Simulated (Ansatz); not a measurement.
# Ga4Sb3As: a closer look at a trial structure

Aim: for this structure of Ga4Sb3As, see whether it has a gap, which orbitals make up the states near it and how charge is shared.

Method: DFT PBE, scalar-relativistic, plane waves, PAW, in Ansatz 0.2.0.

1 further run of the same task is left out (set aside as unsound or not needed).

## Step 1: The starting structure

Symmetry: P-43m, No. 215, cubic system. The conventional cell has a = 6.099 Å, b = 6.099 Å, c = 6.099 Å, α = 90.00°, β = 90.00°, γ = 90.00°. Ga (site symmetry 3m) is surrounded by 1 As at 2.55 Å and 3 Sb at 2.67 Å. Sb (site symmetry -42m) has 4 Ga at 2.67 Å as nearest neighbours. Around As (site symmetry -43m) lie 4 Ga at 2.55 Å.

As a file:

```
Ga Sb As
1.0
     6.09940    0.00000    0.00000
     0.00000    6.09940    0.00000
     0.00000    0.00000    6.09940
Ga Sb As
4 3 1
Cartesian
  4.6282 4.6282 4.6282
  4.6282 1.4712 1.4712
  1.4712 4.6282 1.4712
  1.4712 1.4712 4.6282
  3.0497 3.0497 0.0000
  3.0497 0.0000 3.0497
  0.0000 3.0497 3.0497
  0.0000 0.0000 0.0000
```

The cell was relaxed beforehand at this level, from a generated guess; it needn't be the stable form of this composition. At a tolerance of 0.05 Å it has space group P-43m (No. 215); it has 28.36 Å³/atom, an uncorrected energy of -0.19 eV/atom over the elements.

## Step 2: Bands, states and charges

File input.yaml:

```yaml
crystal:
  lattice:
    - [6.0994020946, 0.0, 0.0]
    - [0.0, 6.0994020946, 0.0]
    - [0.0, 0.0, 6.0994020946]
  atoms:
    - { symbol: Ga, position: [0.7587978435, 0.7587978435, 0.7587978435] }
    - { symbol: Ga, position: [0.7587978435, 0.2412021565, 0.2412021565] }
    - { symbol: Ga, position: [0.2412021565, 0.7587978435, 0.2412021565] }
    - { symbol: Ga, position: [0.2412021565, 0.2412021565, 0.7587978435] }
    - { symbol: Sb, position: [0.5, 0.5, 0.0] }
    - { symbol: Sb, position: [0.5, 0.0, 0.5] }
    - { symbol: Sb, position: [0.0, 0.5, 0.5] }
    - { symbol: As, position: [0.0, 0.0, 0.0] }
basis:
  ecutwfc: 420
kpoints:
  mp_grid: { grid: [6, 6, 6] }
  band_path:
    path:
      - [[0.0, 0.0, 0.0], [0.0, 0.5, 0.0], [0.5, 0.5, 0.0], [0.0, 0.0, 0.0], [0.5, 0.5, 0.5], [0.0, 0.5, 0.0]]
      - [[0.5, 0.5, 0.5], [0.5, 0.5, 0.0]]
    npoints: 14
hamiltonian:
  xc: pbe
scf:
  occupations: { method: gaussian, width: 0.1 }
  n_extra_bands: 20
output:
  forces: true
  stress: true
  eigenvalues: true
  populations: true
  dos: { projected: true, de: 0.02, nscf_kmesh: { grid: [8, 8, 8] } }
  bader: true
  write_density: true
  write_potential: true
  elf: true
  volumetric_format: npy
```

On the command line:

```
ansatz run input.yaml --threads 1 --pin off --max-ram 2560MiB --backend cpu --events-out ev --progress --plain --runs-dir out
```

Before running it: what results should come out? Wanted: gap; states at the Fermi level; Bader charges.

The runs gave:

| quantity | value |
| --- | --- |
| gap | none (metal) |
| states at the Fermi level | 0.02 per eV per cell |
| Bader charges | Ga +0.40, Sb -0.33, As -0.62 e |

Bands cross the Fermi level: a metal at this level of theory. Of the projected weight within 0.25 eV of the Fermi level, the largest part is Sb 5p (56 %) and Ga 4p (22 %). Bader charges reach 0.6 e, so charge transfer in this metal is moderate. These runs have no spin-orbit coupling; with Sb it would split and shift bands.
